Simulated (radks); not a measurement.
# Excited configurations of Br⁺

One table from this session's results is given with a row withheld; the runs are named, their logs left out.

Program: radks (a radial shooting solver on a logarithmic mesh, Libxc functionals) version 1. Level of theory: scalar-relativistic Kohn-Sham, PBE, spin-polarised, spherical densities, point nucleus; open shells are filled with parallel spins first. These are calculated values, not measurements, unless marked.

### The atom as given

* element: bromine (Z = 35)
* charge: +1
* electrons: 34
* configuration: [Ar] 3d10 4s2 4p4

The outer shells:

Br⁺
```
[Ar] core
3d [↑↓][↑↓][↑↓][↑↓][↑↓]
4s [↑↓]
4p [↑↓][↑ ][↑ ]
```

Set-up of the first run:

Input:

```text
Z 35
configuration [Ar] 3d10 4s2 4p4
relativity scalar-relativistic
functional pbe,pbe
spin polarised
nucleus point
c 137.035999084
```

Among the steps run: Ground configuration: [Ar] 3d10 4s2 4p4.

One of the session's tables, all rows but one given; the rest of the session is left out.

It belongs to the step «Ground configuration: [Ar] 3d10 4s2 4p4». Radial moments (bohr):

| level | <r> | outermost maximum (interpolated) | 90 % within | nodes |
| --- | --- | --- | --- | --- |
| 3p up | 0.5641 | 0.481 | 0.862 | 1 |
| 3p down | 0.5639 | 0.481 | 0.861 | 1 |
| 3d up | 0.5907 | 0.431 | 0.974 | 0 |
| 3d down | 0.5890 | 0.431 | 0.970 | 0 |
| 4s up | 1.634 | 1.41 | 2.41 | 3 |
| 4s down | ? | ? | ? | ? |
| 4p up | 1.949 | 1.63 | 2.94 | 2 |
| 4p down | 1.979 | 1.62 | 3.01 | 2 |

Estimate the missing values for 4s down.

**Answer.** <r>: 1.633; outermost maximum (interpolated): 1.40; 90 % within: 2.42; nodes: 3. In the column «<r>» it lies between 3d up (0.5907) and 4s up (1.634).

Limits of these values: Open shells are spherical and high-spin; term and fine-structure splittings are not resolved.
